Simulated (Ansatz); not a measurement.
# AlCl4: the cost of one run

All numbers below are computed with Ansatz 0.2.0 (UHF/def2-SVP).

## 1. The structure to begin with

Bond lengths: Al1–Cl2 2.480 Å, Al1–Cl3 2.230 Å, Al1–Cl4 2.230 Å, Cl2–Cl5 2.340 Å. Angles: Al1–Cl2–Cl5 180.0°, Cl2–Al1–Cl3 120.0°, Cl2–Al1–Cl4 120.0°, Cl3–Al1–Cl4 120.0°.

Coordinates:

```xyz
5

Al    0.0000    0.0000    0.0000
Cl    0.0000    0.0000    2.4800
Cl    1.9312    0.0000   -1.1150
Cl   -1.9312    0.0000   -1.1150
Cl    0.0000    0.0000    4.8200
```

## 2. Pulling towards end A

Springs on the bonds that form and break draw the guess towards this end; the thresholds are loose.

input.yaml

```yaml
crystal:
  periodic: [false, false, false]
  atoms:
    - { symbol: Al, position_ang: [0.0, 0.0, 0.0] }
    - { symbol: Cl, position_ang: [0.0, 0.0, 2.48] }
    - { symbol: Cl, position_ang: [1.9312, 0.0, -1.115] }
    - { symbol: Cl, position_ang: [-1.9312, 0.0, -1.115] }
    - { symbol: Cl, position_ang: [0.0, 0.0, 4.82] }
magnetization:
  spin_polarized: true
  initial_magnetization: 1
basis:
  gaussian: { orbitals: def2-SVP }
hamiltonian:
  xc: hf
relax:
  f_tol: 0.15
  max_steps: 25
  restrain:
    - { distance: [1, 4], at: 3.24, k: 30.0 }
    - { distance: [0, 1], at: 2.23, k: 30.0 }
```

On the command line:

```
ansatz run input.yaml --threads 2 --pin off --max-ram 3072MiB --backend cpu --events-out ev --progress --plain --runs-dir out
```

What time and memory should one allow on 2 threads of Arm Neoverse V2, shared host?

About 13 s, with a peak of 0.28 GiB.
